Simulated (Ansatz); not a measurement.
# Sb: response to strain

Sb is deformed so: equal xx and yy strain of -1 %. What stress and forces result, by LAPW, PAW and all-electron datasets made for the crystal?

Method: DFT LDA, scalar-relativistic, in Ansatz 0.2.0.

## (1) The system as given

The structure is trigonal, space group R-3m (No. 166). Conventional cell: a = 4.301 Å, b = 4.301 Å, c = 11.232 Å, α = 90.00°, β = 90.00°, γ = 120.00°. Sb (site symmetry 3m) has 3 Sb at 2.90 Å as nearest neighbours.

As a file:

```
CELL_PARAMETERS angstrom
2.15060 1.24165 3.74400
-2.15060 1.24165 3.74400
0.00000 -2.48330 3.74400
ATOMIC_POSITIONS crystal
Sb 0.23364 0.23364 0.23364
Sb 0.76636 0.76636 0.76636
```

Atoms are numbered in the order of the input: Sb1, Sb2.

## (2) After the deformation

Space group R-3m before, R-3m after.

## (3) All-electron LAPW

The input, input.yaml:

```yaml
crystal:
  lattice:
    - [2.1290943287, 1.2292331838, 3.744]
    - [-2.1290943287, 1.2292331838, 3.744]
    - [0.0, -2.4584663675, 3.744]
  atoms:
    - { symbol: Sb, position: [0.23364, 0.23364, 0.23364] }
    - { symbol: Sb, position: [0.76636, 0.76636, 0.76636] }
kpoints:
  mp_grid: { grid: [12, 12, 12] }
  band_path:
    path:
      - [0.0, 0.0, 0.0]
      - [0.5, 0.5, 0.5]
      - [0.7614702888, 0.2385297112, 0.5]
      - [0.5, -0.2385297112, 0.2385297112]
      - [0.5, 0.0, 0.0]
      - [0.0, 0.0, 0.0]
      - [0.3692648556, -0.3692648556, 0.0]
      - [0.6307351444, 0.0, 0.3692648556]
      - [0.5, 0.0, 0.5]
    npoints: 5
scf:
  occupations: { method: fermi_dirac, width: 0.03 }
hamiltonian:
  xc: lda
  pseudopotentials: { kind: all_electron, lapw: { basis_error: 0.0005 } }
output:
  forces: true
  stress: true
  eigenvalues: true
```

On the command line:

```console
> ansatz run input.yaml --threads 1 --pin off --max-ram 3072MiB --backend cpu --events-out ev --progress --plain --runs-dir out
```

## (4) PAW with frozen cores

The input, input.yaml:

```yaml
crystal:
  lattice:
    - [2.1290943287, 1.2292331838, 3.744]
    - [-2.1290943287, 1.2292331838, 3.744]
    - [0.0, -2.4584663675, 3.744]
  atoms:
    - { symbol: Sb, position: [0.23364, 0.23364, 0.23364] }
    - { symbol: Sb, position: [0.76636, 0.76636, 0.76636] }
kpoints:
  mp_grid: { grid: [12, 12, 12] }
scf:
  occupations: { method: fermi_dirac, width: 0.03 }
hamiltonian:
  xc: lda
  pseudopotentials: { kind: paw }
output:
  forces: true
  stress: true
  eigenvalues: true
  efg: { contact_densities: true }
```

## (5) Datasets made for this crystal

Edit input.yaml of step 4 so:

```diff
@@ -14,3 +14,3 @@
   xc: lda
-  pseudopotentials: { kind: paw }
+  pseudopotentials: { kind: all_electron, datasets: crystal }
 output:
```

(Steps that only read results are left out.)

**Question.** What will these runs give? Wanted: pressure; largest shear or deviatoric stress.

**Answer**, as computed:

| quantity | value |
| --- | --- |
| pressure | LAPW 0.47, PAW 0.44, crystal datasets 0.46 GPa |
| largest shear or deviatoric stress (LAPW) | 0.73 GPa |

What this shows: The largest part of the stress beyond the pressure is 0.73 GPa in size, in the zz component; the atoms are carried along and not relaxed. No run of the undeformed cell stands beside it, so the pressure holds what the given cell had before the change. PAW: stress within 0.03 GPa of LAPW, forces within 2 meV/Å. Crystal datasets: stress within 0.01 GPa of LAPW, forces within 1 meV/Å. Spin-orbit coupling is left out, though the cell holds Sb; in elements this heavy it can shift bands and gaps by tenths of an eV.
